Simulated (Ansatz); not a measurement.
**GeNH4Cl (SMILES [NH2][GeH2][Cl]) at B3LYP/6-31G(d) (Cartesian functions)**

What is the energy change on altering one bond length of GeNH4Cl at B3LYP/6-31G* (Cartesian functions)? 

Program for the calculation: Ansatz 0.2.0.

68 further runs of the same task are left out: 68 set aside as unsound or not needed.

**1. Starting point**

The species is GeNH4Cl (7 atoms), meant as a singlet with charge 0. SMILES: `[NH2][GeH2][Cl]`. The shape is that of a PBE0-D4/def2-TZVP optimisation. This is one conformer, not always the lowest.

Bond lengths: N1–Ge2 1.818 Å, Ge2–Cl3 2.176 Å, N1–H4 1.010 Å, N1–H5 1.010 Å, Ge2–H6 1.530 Å, Ge2–H7 1.530 Å. Angles: N1–Ge2–Cl3 112.8°, N1–Ge2–H6 108.7°, N1–Ge2–H7 108.7°, Cl3–Ge2–H6 105.8°, Cl3–Ge2–H7 105.8°, Ge2–N1–H4 115.0°, Ge2–N1–H5 115.0°, H6–Ge2–H7 115.1°, H4–N1–H5 109.1°.

**2. A single-point energy at B3LYP/6-31G(d) (Cartesian functions)**

input.yaml

```yaml
crystal:
  periodic: [false, false, false]
  atoms:
    - {symbol: N, position_ang: [-0.792900, 0.515500, -0.722700]}
    - {symbol: Ge, position_ang: [0.579900, 0.003300, 0.353200]}
    - {symbol: Cl, position_ang: [0.394500, -2.054600, 1.034500]}
    - {symbol: H, position_ang: [-1.700900, 0.526800, -0.279600]}
    - {symbol: H, position_ang: [-0.858900, 0.014700, -1.597700]}
    - {symbol: H, position_ang: [0.559300, 0.864900, 1.617200]}
    - {symbol: H, position_ang: [1.880200, 0.061300, -0.450600]}
basis:
  gaussian:
    orbitals: "6-31G*"
hamiltonian:
  xc: {name: B3LYP}
accuracy: high
output: {orbitals: {seedname: orbitals}}
```

On the command line:

```
$ ansatz run input.yaml --threads 1 --pin off --max-ram 3480MiB --events-out events.jsonl --progress --plain --runs-dir runs
```

What it wrote:

```text
Warning: RAYON_NUM_THREADS=1 ignored (pool sized by the plan → 1); use --threads N
Functional definition: B3LYP
  name "B3LYP"
  parameter a0 = 0.2
  parameter ax = 0.72
  parameter ac = 0.81
  exchange = (1 - a0 - ax)*slater_x + ax*b88_x + a0*exact_x
  correlation = (1 - ac)*vwn_rpa_c + ac*lyp_c
1576 factors; integrals over basis functions are off by at most 4.2e-9 eV
mean field evaluation 1: about -70584.9098 eV, gradient 5.6e1 eV
mean field evaluation 2: about -70569.5090 eV, gradient 9.5e1 eV
mean field evaluation 4: about -70590.7576 eV, gradient 4.7e0 eV
mean field evaluation 8: about -70590.9024 eV, gradient 3.7e-1 eV
mean field evaluation 16: about -70590.9026 eV, gradient 1.5e-5 eV
mean field -70590.90260586 eV, -2594.1678225332 hartree, gradient 6.3e-8 eV, S^2 0.000000; 0 other end points of the search recorded, 0 dependent functions left out
reference -70590.90264459 eV, -2594.1678239562 hartree; 30, 30 occupied and 47, 47 virtual orbitals, 1576 factors
Total energy: -70590.90264459 eV, -2594.1678239562 hartree
```

Wall time 7.5 s (1 thread of Arm Neoverse V1, shared host); peak memory 0.24 GiB.

**3. The distorted shape, same level**

run.yaml

```yaml
crystal:
  periodic: [false, false, false]
  atoms:
    - {symbol: "N", position_ang: [-1.443071, 0.486499, -0.320787]}
    - {symbol: Ge, position_ang: [-0.070271, -0.025701, 0.755113]}
    - {symbol: Cl, position_ang: [-0.255671, -2.083601, 1.436413]}
    - {symbol: H, position_ang: [-2.351071, 0.497799, 0.122313]}
    - {symbol: H, position_ang: [-1.509071, -0.014301, -1.195787]}
    - {symbol: H, position_ang: [-0.090871, 0.835899, 2.019113]}
    - {symbol: H, position_ang: [1.880200, 0.061300, -0.450600]}
basis:
  gaussian:
    orbitals: "6-31G*"
accuracy: high
hamiltonian:
  xc: {name: B3LYP}
output: {orbitals: {seedname: orbitals}}
total_charge: 0
```

On the command line:

```
$ ansatz run run.yaml --threads 1 --pin off --max-ram 3480MiB --events-out events.jsonl --progress --plain --runs-dir runs
```

What it wrote:

```text
Warning: RAYON_NUM_THREADS=1 ignored (pool sized by the plan → 1); use --threads N
Functional definition: B3LYP
  name "B3LYP"
  parameter a0 = 0.2
  parameter ax = 0.72
  parameter ac = 0.81
  exchange = (1 - a0 - ax)*slater_x + ax*b88_x + a0*exact_x
  correlation = (1 - ac)*vwn_rpa_c + ac*lyp_c
1574 factors; integrals over basis functions are off by at most 3.9e-9 eV
mean field evaluation 1: about -70582.9521 eV, gradient 5.6e1 eV
mean field evaluation 2: about -70566.1205 eV, gradient 9.7e1 eV
mean field evaluation 4: about -70588.8312 eV, gradient 5.6e0 eV
mean field evaluation 8: about -70588.9879 eV, gradient 3.7e-1 eV
mean field evaluation 16: about -70588.9881 eV, gradient 5.7e-5 eV
mean field -70588.98813642 eV, -2594.0974670787 hartree, gradient 2.7e-8 eV, S^2 0.000000; 0 other end points of the search recorded, 0 dependent functions left out
reference -70588.98817567 eV, -2594.0974685213 hartree; 30, 30 occupied and 47, 47 virtual orbitals, 1574 factors
Total energy: -70588.98817567 eV, -2594.0974685213 hartree
```

Wall time 7.8 s (1 thread of Arm Neoverse V1, shared host); peak memory 0.24 GiB.

**4. What came out**

Level: B3LYP/6-31G* (Cartesian functions).

| quantity | value |
| --- | --- |
| first shape: total energy | -2594.16782 Eh |
| first shape: HOMO energy | -7.44 eV |
| first shape: LUMO energy | 0.12 eV |
| first shape: HOMO–LUMO gap | 7.56 eV |
| distorted shape: total energy | -2594.09747 Eh |
| distorted shape: HOMO energy | -7.61 eV |
| distorted shape: LUMO energy | -2.17 eV |
| distorted shape: HOMO–LUMO gap | 5.44 eV |
| energy change with the Ge2–H7 bond stretched from 1.530 to 2.295 Å | 1.914 eV |

With the Ge2–H7 bond stretched from 1.530 to 2.295 Å the energy rises by 1.91 eV (185 kJ/mol). The first shape isn't relaxed at this level, so the change isn't measured from a minimum.
